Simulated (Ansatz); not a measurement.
**SnTe (SMILES [Sn][Te]) at CCSD(T)/STO-3G**

Aim: the electronic atomisation energy of SnTe at CCSD(T)/STO-3G, from 3 runs. 

The calculation is run with Ansatz 0.2.0.

45 further runs of the same task are left out: 16 that didn't finish, 29 set aside as unsound or not needed.

**1. The system as given**

SnTe has 2 atoms, charge 0, and is taken as a singlet. SMILES: `[Sn][Te]`. The coordinates come from a PBE0-D4/def2-TZVP relaxation.

Bond lengths: Sn1–Te2 2.518 Å.

**2. The energy at CCSD(T)/STO-3G**

File run.yaml:

```yaml
crystal:
  periodic: [false, false, false]
  atoms:
    - {symbol: Sn, position_ang: [0.000000, 0.000000, 0.009440]}
    - {symbol: Te, position_ang: [-0.000000, -0.000000, 2.527330]}
basis:
  gaussian: {orbitals: STO-3G}
correlation: {method: ccsd_t, frozen_orbitals: {Sn: 18, Te: 18}}
accuracy: high
scf: {omitted_lower_state_checks: [cluster_reference, increment]}
```

The run is started by

```
$ ansatz run run.yaml --threads 1 --pin off --max-ram 3480MiB --events-out events.jsonl --progress --plain --runs-dir runs
```

The log of the run:

```text
Warning: RAYON_NUM_THREADS=1 ignored (pool sized by the plan → 1); use --threads N
[... 11 lines left out ...]
36 core orbitals not correlated: weight in the atoms' cores, before any rotation towards them, 1.000 or more for the frozen orbitals, at most 0.000 for the correlated occupied ones
[... 20 lines left out ...]
Total energy: -340428.82814326 eV, -12510.5286833173 hartree
Checks for a lower state left out: cluster_reference, increment
```

Run time: 1.4 s. Hardware: 1 thread of AMD EPYC 9R14 (Zen 4), shared host; peak memory 0.16 GiB.

**3. The Sn atom, same level**

File run.yaml:

```yaml
crystal:
  periodic: [false, false, false]
  atoms:
    - {symbol: Sn, position_ang: [0.000000, 0.000000, 0.000000]}
basis:
  gaussian:
    orbitals: STO-3G
accuracy: high
correlation:
  method: ccsd_t
  frozen_orbitals: {Sn: 18}
magnetization:
  spin_polarized: true
  initial_magnetization: 2
scf:
  omitted_lower_state_checks: [cluster_reference, increment]
```

The run is started by

```
$ ansatz run run.yaml --threads 1 --pin off --max-ram 3480MiB --events-out events.jsonl --progress --plain --runs-dir runs
```

The log of the run:

```text
Warning: RAYON_NUM_THREADS=1 ignored (pool sized by the plan → 1); use --threads N
[... 12 lines left out ...]
18 core orbitals not correlated: weight in the atoms' cores, before any rotation towards them, 1.000 or more for the frozen orbitals, at most 0.000 for the correlated occupied ones
[... 16 lines left out ...]
Total energy: -162267.47897072 eV, -5963.2198633263 hartree
Checks for a lower state left out: cluster_reference, increment
```

Wall time 0.36 s (1 thread of AMD EPYC 9R14 (Zen 4), shared host).

**4. The Te atom**

File in.yaml:

```yaml
basis:
  gaussian:
    orbitals: STO-3G
crystal:
  periodic: [false, false, false]
  atoms:
    - symbol: Te
      position_ang: [0.000000, 0.000000, 0.000000]
magnetization:
  spin_polarized: true
  initial_magnetization: 2
correlation:
  method: ccsd_t
  frozen_orbitals: {Te: 18}
accuracy: high
scf:
  omitted_lower_state_checks: [cluster_reference, increment]
```

Run the same way, it converges to -6547.12236 Eh (log not shown).

**5. Summary of results**

At CCSD(T)/STO-3G, 36 core orbitals frozen:

```
                                              quantity            value
                                molecule: total energy  -12510.52868 Eh
molecule: correlation energy (36 core orbitals frozen)        -72.6 mEh
                              molecule: (T) correction        -7.32 mEh
                               molecule: T1 diagnostic            0.023
                                 Sn atom: total energy   -5963.21986 Eh
 Sn atom: correlation energy (18 core orbitals frozen)        -13.7 mEh
                               Sn atom: (T) correction         0.00 mEh
            Sn atom: ⟨S²⟩ of the reference determinant            2.000
                                Sn atom: T1 diagnostic            0.000
                                 Te atom: total energy   -6547.12236 Eh
 Te atom: correlation energy (18 core orbitals frozen)          0.0 mEh
                               Te atom: (T) correction         0.00 mEh
            Te atom: ⟨S²⟩ of the reference determinant            2.000
                                Te atom: T1 diagnostic            0.000
                         electronic atomisation energy         5.074 eV
```

In words: Taking the molecule apart into free atoms costs 5.07 eV (490 kJ/mol), before zero-point energy and without spin-orbit coupling. In a minimal basis such a difference can be off by several eV, whatever the method. The T1 diagnostic (molecule) of 0.023 is above the customary mark for such species, so a single reference may not serve. The triples (molecule) make up 10.1 % of the correlation energy. Relativity is left out (molecule) although the molecule holds a heavy atom. The triples (Sn atom) make up 0.0 % of the correlation energy.
